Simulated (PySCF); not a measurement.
# F6Ga ([GaF6]3-): the cost of one run

The runs use PySCF 2.14.0, with density-fitted response routines of our own; the level of theory stands in each step. All values are computed, except where a source is named. Atoms count from 0, in the outputs and in this text.

### 1 Starting geometry

7 atoms, charge -3, multiplicity 1; geometry from: GFN2-xTB. The atoms were then displaced at random by about 0.03 Å, so the start is not that level's minimum.

Bonds of the start (Å): Ga0–F1 1.94, Ga0–F2 2.00, Ga0–F3 1.99, Ga0–F4 2.02, Ga0–F5 2.05, Ga0–F6 1.88.

### 2 Optimising the geometry at PBE0-D3(BJ)/def2-SVP

What the job is given:

```
{"job": {"xc": "PBE0", "basis": "def2-SVP", "d3": "d3bj", "grid": 1, "maxiter": 40, "shake": 0.03, "kind": "geom"}, "charge": -3, "multiplicity": 1}
Ga     0.061530    -0.077060     0.012900
F     -0.036500    -0.023420     1.947490
F     -0.039980     0.004480    -1.979820
F      2.051470     0.011420     0.009280
F     -1.960450    -0.026860    -0.051290
F     -0.018660     1.967780     0.002890
F      0.034450    -1.958350    -0.010010
```

Launch:

```console
$ OMP_NUM_THREADS=1 python probes_run.py task.json out
```

The driver reads the jobs from task.json and runs them one after another.

**Question.** How long does this first job take on 1 thread of Arm Neoverse V2, shared host, and how much memory does it need?

About 38 s, with a peak of 0.46 GiB.
